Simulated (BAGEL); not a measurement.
**CH3AlF2O (SMILES C[O][Al]([F])[F]) at 3 levels**

Wanted: a comparison of 3 runs (B3LYP/6-31G*, PBE0/6-31G*, RI-MP2/6-31G*) of CH3AlF2O. 

The results are computed with BAGEL 1.2.2.

2 further runs of the same task are left out: 2 set aside as unsound or not needed. Runs told in other sessions of the task aren't counted.

**1. Starting point**

The species is CH3AlF2O (8 atoms), meant as a singlet with charge 0. SMILES: `C[O][Al]([F])[F]`. Geometry: relaxed at PBE0-D4/def2-TZVP.

Bond lengths: C1–O2 1.401 Å, O2–Al3 1.661 Å, Al3–F4 1.634 Å, Al3–F5 1.639 Å, C1–H6 1.095 Å, C1–H7 1.094 Å, C1–H8 1.094 Å. Angles: C1–O2–Al3 136.9°, O2–Al3–F4 119.6°, O2–Al3–F5 122.1°, F4–Al3–F5 118.3°, O2–C1–H6 112.5°, O2–C1–H7 109.7°, O2–C1–H8 109.7°, H6–C1–H7 108.4°, H6–C1–H8 108.4°, H7–C1–H8 108.1°.

**2. A single-point energy at B3LYP/6-31G(d) (density fitting with qzvpp-jkfit, spherical functions) (run 1)**

The input, dft.json:

```json
{ "bagel": [

{
  "title": "molecule",
  "basis": "6-31gs.json",
  "df_basis": "qzvpp-jkfit",
  "angstrom": true,
  "geometry": [
    { "atom": "C", "xyz": [   -0.239000,    0.900700,    0.881500 ] },
    { "atom": "O", "xyz": [   -0.459800,   -0.316300,    0.222600 ] },
    { "atom": "Al", "xyz": [    0.227600,   -1.156300,   -1.035300 ] },
    { "atom": "F", "xyz": [   -0.392600,   -2.602700,   -1.474500 ] },
    { "atom": "F", "xyz": [    1.520300,   -0.581200,   -1.861800 ] },
    { "atom": "H", "xyz": [    0.609600,    1.454200,    0.465200 ] },
    { "atom": "H", "xyz": [   -0.042800,    0.715700,    1.941600 ] },
    { "atom": "H", "xyz": [   -1.131100,    1.528900,    0.804800 ] }
  ]
},
{ "title": "ks", "xc_func": "b3lyp" },
{ "title": "print", "file": "orbitals.molden", "orbitals": true }

]}
```

The basis set 6-31G* is read from a file made from the Basis Set Exchange's data (not shown).

On the command line:

```bash
$ BAGEL_NUM_THREADS=1 BAGEL dft.json > dft.out
```

What it wrote:

```text
* using 1 threads per process

  ===============================================================
  ===============================================================

  *** Geometry ***

  { "atom" : "C", "xyz" : [     -0.451645,      1.702076,      1.665794 ] },
  { "atom" : "O", "xyz" : [     -0.868896,     -0.597720,      0.420653 ] },
  { "atom" : "Al", "xyz" : [      0.430102,     -2.185090,     -1.956433 ] },
  { "atom" : "F", "xyz" : [     -0.741906,     -4.918390,     -2.786401 ] },
  { "atom" : "F", "xyz" : [      2.872951,     -1.098309,     -3.518292 ] },
  { "atom" : "H", "xyz" : [      1.151977,      2.748040,      0.879101 ] },
  { "atom" : "H", "xyz" : [     -0.080880,      1.352477,      3.669092 ] },
  { "atom" : "H", "xyz" : [     -2.137469,      2.889202,      1.520852 ] },

  Number of auxiliary basis functions:      488

  Since a DF basis is specified, we compute 2- and 3-index integrals:
    o Being stored without compression. Storage requirement is 0.025 GB

  Number of basis functions:       80
  Number of electrons      :       48

    * METHOD: MOLECULE                             0.20

  *** Kohn-Sham DFT ***

    * Removing 14086 points whose weight is below 1.00e-10
    * Grid points: 105162

  === Nuclear Repulsion ===
   226.6320566926

       - DIIS with orbital gradients will be used.

  === KS iteration (b3lyp / 6-31gs.json) ===
      0       -520.48551498          0.12760120           0.30
      1       -419.21333963          0.20016720           0.27
      2       -422.13976993          0.25184985           0.27
      3       -534.62846906          0.11549386           0.27
      4       -551.27527015          0.09319946           0.27
      5       -548.56166247          0.10307310           0.27
      6       -556.99785876          0.03035843           0.27
      7       -557.23643267          0.02121881           0.27
      8       -557.41204825          0.00608469           0.27
      9       -557.42442660          0.00300461           0.27
     10       -557.42808932          0.00062124           0.27
     11       -557.42824043          0.00018280           0.27
     12       -557.42825501          0.00003427           0.27
     13       -557.42825546          0.00001529           0.27
     14       -557.42825555          0.00000441           0.27
     15       -557.42825555          0.00000090           0.27
     16       -557.42825555          0.00000032           0.27
     17       -557.42825555          0.00000007           0.27
     18       -557.42825555          0.00000004           0.27
     19       -557.42825555          0.00000001           0.27
     20       -557.42825555          0.00000000           0.27
    * SCF iteration converged.

    * Permanent dipole moment:
           (   -0.001260,    -0.662643,    -0.472229) a.u.

    * METHOD: KS                                   6.17

    * METHOD: PRINT                                0.01

  ===============================================================
```

Wall time 6.6 s (1 thread of Arm Neoverse V2, shared host); peak memory 0.42 GiB.

**3. The energy at PBE0/6-31G(d) (density fitting with qzvpp-jkfit, spherical functions) (run 2)**

The input, job.json:

```json
{ "bagel": [

{
  "title": "molecule",
  "basis": "6-31gs.json",
  "df_basis": "qzvpp-jkfit",
  "angstrom": true,
  "geometry": [
    { "atom": "C", "xyz": [      -0.239000,       0.900700,       0.881500 ] },
    { "atom": "O", "xyz": [      -0.459800,      -0.316300,       0.222600 ] },
    { "atom": "Al", "xyz": [       0.227600,      -1.156300,      -1.035300 ] },
    { "atom": "F", "xyz": [      -0.392600,      -2.602700,      -1.474500 ] },
    { "atom": "F", "xyz": [       1.520300,      -0.581200,      -1.861800 ] },
    { "atom": "H", "xyz": [       0.609600,       1.454200,       0.465200 ] },
    { "atom": "H", "xyz": [      -0.042800,       0.715700,       1.941600 ] },
    { "atom": "H", "xyz": [      -1.131100,       1.528900,       0.804800 ] }
  ]
},

{ "title": "ks", "xc_func": "pbe0", "charge": 0 },

{ "title": "print", "file": "orbitals.molden", "orbitals": true }

]}
```

The basis set 6-31G* is read from a file made from the Basis Set Exchange's data (not shown).

On the command line:

```bash
$ BAGEL_NUM_THREADS=1 BAGEL job.json > job.out
```

What it wrote:

```text
* using 1 threads per process

  ===============================================================
  ===============================================================

  *** Geometry ***

  { "atom" : "C", "xyz" : [     -0.451645,      1.702076,      1.665794 ] },
  { "atom" : "O", "xyz" : [     -0.868896,     -0.597720,      0.420653 ] },
  { "atom" : "Al", "xyz" : [      0.430102,     -2.185090,     -1.956433 ] },
  { "atom" : "F", "xyz" : [     -0.741906,     -4.918390,     -2.786401 ] },
  { "atom" : "F", "xyz" : [      2.872951,     -1.098309,     -3.518292 ] },
  { "atom" : "H", "xyz" : [      1.151977,      2.748040,      0.879101 ] },
  { "atom" : "H", "xyz" : [     -0.080880,      1.352477,      3.669092 ] },
  { "atom" : "H", "xyz" : [     -2.137469,      2.889202,      1.520852 ] },

  Number of auxiliary basis functions:      488

  Since a DF basis is specified, we compute 2- and 3-index integrals:
    o Being stored without compression. Storage requirement is 0.025 GB

  Number of basis functions:       80
  Number of electrons      :       48

    * METHOD: MOLECULE                             0.20

  *** Kohn-Sham DFT ***

    * Removing 14086 points whose weight is below 1.00e-10
    * Grid points: 105162

  === Nuclear Repulsion ===
   226.6320566926

       - DIIS with orbital gradients will be used.

  === KS iteration (pbe0 / 6-31gs.json) ===
      0       -520.07501080          0.12742012           0.29
      1       -421.02592475          0.21269807           0.26
      2       -422.66201179          0.24060313           0.26
      3       -530.65295758          0.12887846           0.27
      4       -548.78395708          0.10646807           0.27
      5       -551.43271990          0.08548636           0.27
      6       -556.35326071          0.03742948           0.27
      7       -556.91529321          0.01123825           0.27
      8       -556.94804584          0.00775757           0.26
      9       -556.97064028          0.00225143           0.26
     10       -556.97277313          0.00069377           0.26
     11       -556.97296398          0.00020483           0.27
     12       -556.97298254          0.00001677           0.27
     13       -556.97298256          0.00001489           0.26
     14       -556.97298264          0.00000401           0.26
     15       -556.97298265          0.00000245           0.27
     16       -556.97298265          0.00000038           0.27
     17       -556.97298265          0.00000015           0.27
     18       -556.97298265          0.00000002           0.27
     19       -556.97298265          0.00000001           0.27
     20       -556.97298265          0.00000001           0.27
    * SCF iteration converged.

    * Permanent dipole moment:
           (   -0.003423,    -0.669810,    -0.475280) a.u.

    * METHOD: KS                                   6.05

    * METHOD: PRINT                                0.01

  ===============================================================
```

Wall time 6.6 s (1 thread of Arm Neoverse V2, shared host); peak memory 0.42 GiB.

**4. A single-point energy at RI-MP2/6-31G(d) (density fitting with qzvpp-jkfit, spherical functions) (run 3)**

The input, mp2.json:

```json
{ "bagel": [

{
  "title": "molecule",
  "basis": "6-31gs.json",
  "df_basis": "qzvpp-jkfit",
  "angstrom": true,
  "geometry": [
    { "atom": "C", "xyz": [      -0.239000,       0.900700,       0.881500 ] },
    { "atom": "O", "xyz": [      -0.459800,      -0.316300,       0.222600 ] },
    { "atom": "Al", "xyz": [       0.227600,      -1.156300,      -1.035300 ] },
    { "atom": "F", "xyz": [      -0.392600,      -2.602700,      -1.474500 ] },
    { "atom": "F", "xyz": [       1.520300,      -0.581200,      -1.861800 ] },
    { "atom": "H", "xyz": [       0.609600,       1.454200,       0.465200 ] },
    { "atom": "H", "xyz": [      -0.042800,       0.715700,       1.941600 ] },
    { "atom": "H", "xyz": [      -1.131100,       1.528900,       0.804800 ] }
  ]
},

{
  "title": "hf"
},

{
  "title": "mp2",
  "ncore": 9
}

]}
```

The basis set 6-31G* is read from a file made from the Basis Set Exchange's data (not shown).

On the command line:

```bash
$ BAGEL_NUM_THREADS=1 BAGEL mp2.json > mp2.out
```

What it wrote:

```text
* using 1 threads per process

  ===============================================================
  ===============================================================

  *** Geometry ***

  { "atom" : "C", "xyz" : [     -0.451645,      1.702076,      1.665794 ] },
  { "atom" : "O", "xyz" : [     -0.868896,     -0.597720,      0.420653 ] },
  { "atom" : "Al", "xyz" : [      0.430102,     -2.185090,     -1.956433 ] },
  { "atom" : "F", "xyz" : [     -0.741906,     -4.918390,     -2.786401 ] },
  { "atom" : "F", "xyz" : [      2.872951,     -1.098309,     -3.518292 ] },
  { "atom" : "H", "xyz" : [      1.151977,      2.748040,      0.879101 ] },
  { "atom" : "H", "xyz" : [     -0.080880,      1.352477,      3.669092 ] },
  { "atom" : "H", "xyz" : [     -2.137469,      2.889202,      1.520852 ] },

  Number of auxiliary basis functions:      488

  Since a DF basis is specified, we compute 2- and 3-index integrals:
    o Being stored without compression. Storage requirement is 0.025 GB

  Number of basis functions:       80
  Number of electrons      :       48

    * METHOD: MOLECULE                             0.20

  *** RHF ***

  === Nuclear Repulsion ===
   226.6320566926

      * DIIS with orbital gradients will be used.

  === RHF iteration (6-31gs.json) ===
      0       -555.10816783          0.02653901           0.05
      1       -555.31910253          0.01748376           0.05
      2       -555.44952784          0.00112858           0.05
      3       -555.45033181          0.00037384           0.05
      4       -555.45039951          0.00009178           0.05
      5       -555.45040672          0.00002119           0.05
      6       -555.45040729          0.00000703           0.05
      7       -555.45040734          0.00000217           0.05
      8       -555.45040735          0.00000077           0.05
      9       -555.45040735          0.00000034           0.05
     10       -555.45040735          0.00000012           0.05
     11       -555.45040735          0.00000006           0.05
     12       -555.45040735          0.00000001           0.05
     13       -555.45040735          0.00000000           0.05
    * SCF iteration converged.

    * Permanent dipole moment:
           (   -0.019668,    -0.729508,    -0.502312) a.u.

    * METHOD: HF                                   0.87

  *** RHF ***

  === Nuclear Repulsion ===
   226.6320566926

      * DIIS with orbital gradients will be used.

  === RHF iteration (6-31gs.json) ===
      0       -555.45040735          0.00000000           0.05
    * SCF iteration converged.

    * Permanent dipole moment:
           (   -0.019668,    -0.729508,    -0.502312) a.u.

  === DF-MP2 calculation ===

    * freezing 9 orbitals
    * 3-index integral transformation done
    * assembly done

      MP2 correlation energy:   -0.6997953053      0.03

      MP2 total energy:       -556.1502026522

    * METHOD: MP2                                  0.15

  ===============================================================
```

Wall time 1.4 s (1 thread of Arm Neoverse V2, shared host); peak memory 0.11 GiB.

**5. Overview of the runs**

```csv
run,level,frozen core orbitals,energy (Eh),dipole moment (D),HOMO energy (eV),LUMO energy (eV),wall time
1,"B3LYP/6-31G* (density fitting with qzvpp-jkfit, spherical functions)",–,-557.428256,2.07,-8.18,-1.01,6.6 s
2,"PBE0/6-31G* (density fitting with qzvpp-jkfit, spherical functions)",–,-556.972983,2.09,-8.48,-0.68,6.6 s
3,"RI-MP2/6-31G* (density fitting with qzvpp-jkfit, spherical functions)",9,-556.150203,–,–,–,1.4 s
```

**6. Results**

| quantity | value |
| --- | --- |
| run 3: total energy | -556.15020 Eh |
| run 3: correlation energy (9 core orbitals frozen) | -699.8 mEh |

What this shows: Totals of different functionals can't be ranked against each other. All runs together took 15 s, the longest 6.6 s.
